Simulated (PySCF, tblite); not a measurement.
# C3H6F3O2P: geometry, infrared bands and NMR shifts

Aim: predict the infrared bands and NMR shifts of C3H6F3O2P (`CC[P@@](=O)(O)C(F)(F)F`).

Computed with tblite 0.8.0 and PySCF 2.14.0, with density-fitted response routines of our own, on a single molecule in the gas phase. Atoms are numbered from 0 throughout.

**1. Starting geometry**

15 atoms, charge 0, multiplicity 1; geometry from: force field or distance geometry start.

Bonds of the start (Å): C0–C1 1.52, C1–P2 1.78, P2–O3 1.52, P2–O4 1.63, P2–C5 1.75, C5–F6 1.34, C5–F7 1.33, C5–F8 1.35, C0–H9 1.09, C0–H10 1.09, C0–H11 1.08, C1–H12 1.11, C1–H13 1.09, O4–H14 0.98.

**2. Optimising the geometry with GFN2-xTB**

What the job is given:

```
{"job": {"kind": "relax", "xc": "GFN2-xTB", "basis": "xTB"}, "charge": 0, "multiplicity": 1}
C      1.824600     0.633000    -0.414200
C      0.892700    -0.565300    -0.418200
P     -0.837300    -0.162100    -0.311800
O     -1.312600     0.690300    -1.482300
O     -1.542400    -1.629800    -0.419700
C     -1.167100     0.437800     1.303100
F     -0.617400     1.659300     1.413000
F     -2.487800     0.482100     1.462400
F     -0.600900    -0.425100     2.171500
H      1.567000     1.303300    -1.239800
H      1.711600     1.203700     0.513100
H      2.856300     0.321500    -0.511800
H      1.154200    -1.223200     0.439600
H      1.067600    -1.144600    -1.329500
H     -2.513000    -1.572900    -0.564300
```

The run is started by

```bash
$ OMP_NUM_THREADS=1 python probes_run.py task.json out
```

This one command runs all jobs of the session in turn.

**Question.** This job is followed by: GFN2-xTB harmonic vibrations, gas phase; GIAO PBE0/pcSseg-1 NMR shielding, non-relativistic, gas phase. Predict these results of the whole session: strongest single infrared mode (GFN2-xTB); zero-point energy (GFN2-xTB); 13C shifts against TMS (PBE0/pcSseg-1); 1H shifts against TMS (PBE0/pcSseg-1, means over atoms taken as alike); 31P shifts against H3PO4 (PBE0/pcSseg-1); 17O shifts against H2O (PBE0/pcSseg-1); 19F shifts against CFCl3 (PBE0/pcSseg-1, means over atoms taken as alike); surface potential, 1st and 99th percentile.

The runs gave:

| quantity | value |
| --- | --- |
| strongest single infrared mode (GFN2-xTB) | 1299 cm⁻¹, 315 km/mol |
| zero-point energy (GFN2-xTB) | 60.4 kcal/mol |
| 13C shifts against TMS (PBE0/pcSseg-1) | 130.2, 25.3, 6.8 ppm |
| 1H shifts against TMS (PBE0/pcSseg-1, means over atoms taken as alike) | 3.30, 2.11, 1.78, 1.35 ppm |
| 31P shifts against H3PO4 (PBE0/pcSseg-1) | 26.7 ppm |
| 17O shifts against H2O (PBE0/pcSseg-1) | 133.6, 102.7 ppm |
| 19F shifts against CFCl3 (PBE0/pcSseg-1, means over atoms taken as alike) | -90.1 ppm |
| surface potential, 1st and 99th percentile | -1.77 V and 2.65 V |

In words: Relaxing lowered the energy by 0.698 eV in 53 steps; the close pair that moved most is P2–C5, from 1.754 to 1.897 Å. All 39 modes are real, so the xTB geometry is a minimum. The strongest single mode, at 1299 cm⁻¹, moves mainly O3 and P2. GFN2-xTB is a fitted tight-binding method: band positions and strengths are rough. Its intensities can rank the bands wrongly. At PBE0/pcSseg-1: Shielding is most anisotropic at P2 (span 251 ppm, paramagnetic term -673 ppm).
